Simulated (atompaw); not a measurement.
**Hg: generating and testing a PAW (atompaw) potential**

Task: generate the file, and judge it by its logarithmic derivatives, its ghosts and its cutoff.

The numbers are computed with atompaw 4.2.0.5 (PBE, scalar-relativistic, spin-unpolarised reference atom).

**1. Settings**

Typed settings, in words:

| Item | Value |
| --- | --- |
| element | mercury (Hg, Z = 80) |
| type | PAW |
| frozen core | [Xe] 4f14 |
| valence charge | 12 |
| reference configuration | 5d10 6s2 6p0 |
| partial waves | 6s (bound): rc 3.00 bohr; 6s channel at 4.2 Ry: rc 1.90 bohr; 6p (bound, empty): rc 3.00 bohr; 6p channel at 0.4 Ry: rc 3.00 bohr; 5d (bound): rc 3.00 bohr; 5d channel at 1.25 Ry: rc 1.35 bohr |
| local potential | troulliermartins scheme with l = 3 at 1 Ry, radius 2.50 bohr |
| core correction | smooth core density matched at 1.65 bohr |
| augmentation charge | sinc compensation charge, radius 2.45 bohr; PAW radius 3.00 bohr; waves and projectors: custom rrkj gramschmidtortho |

The outer shells as boxes (Hund's rule for the drawing; the calculation is spin-unpolarised):

```
[Xe] core
4f [↑↓][↑↓][↑↓][↑↓][↑↓][↑↓][↑↓]
5d [↑↓][↑↓][↑↓][↑↓][↑↓]
6s [↑↓]
6p [  ][  ][  ]
```

The nodes and maxima of the atom's own shells, from an earlier all-electron run, set the scale for the radii.

All-electron outer shells of the reference configuration (PBE, scalar-relativistic, ld1.x):

```
shell  level (eV)  outermost node (bohr)  outermost maximum (bohr)
   4f      -95.89                      –                      0.37
   5p      -66.52                   0.51                      0.93
   5d       -9.86                   0.55                      1.17
   6s       -6.82                   1.08                      2.21
   6p       -1.05                   1.28                      3.34
```

**2. The generation run**

File Hg.input:

```
Hg 80
GGA-PBE scalarrelativistic loggrid 2001 logderivrange -3 5 201
6 6 5 4 0 0
6 1 0
0 0 0
c
c
c
c
c
v
c
c
c
c
v
c
c
v
c
2
3.00 2.45 2.50 1.65
y
4.2
n
y
0.4
n
y
1.25
n
custom rrkj gramschmidtortho sinc
3 1 troulliermartins
3.00
1.90
3.00
3.00
3.00
1.35
PWSCFOUT
UPFDX 0.0125d0 UPFXMIN -7.d0 UPFZMESH 80.d0
END
```

Launch:

```
$ atompaw < Hg.input > Hg.log
```

**Question.** What will these runs give? Wanted: cutoffs for 10 and 1 mRy, occupied levels; bound ghosts; largest phase difference near zero energy, channels read; lowest eigenvalue of the overlap; share of valence orbitals outside the PAW sphere; UPF file.

As calculated:

| quantity | value |
| --- | --- |
| cutoffs for 10 and 1 mRy, occupied levels | 12 Ry and 18 Ry |
| bound ghosts | s at -14.40 eV |
| largest phase difference near zero energy, channels read | 0.002 rad |
| lowest eigenvalue of the overlap (Bessel basis) | 0.318 (s) |
| share of valence orbitals outside the PAW sphere | 6s 32 %, 6p 77 %, 5d 3 % |
| UPF file | written |

**Reading.** It has a bound ghost (s), a state that the atom doesn't have, and that rules the file out. It counts as soft on the atom at that tolerance, with 12 Ry needed at the looser tolerance. The slowest occupied level is 5d: taken alone it needs 12 Ry to come within 1 mRy, against 6 Ry or less for 6s. Near zero energy the phases of the channels with partial waves agree within 0.002 rad. The pseudo curves have a pole with no partner nearby in the atom's: s at -1.06 Ry. These are tests on the free atom; a crystal test is still owed.
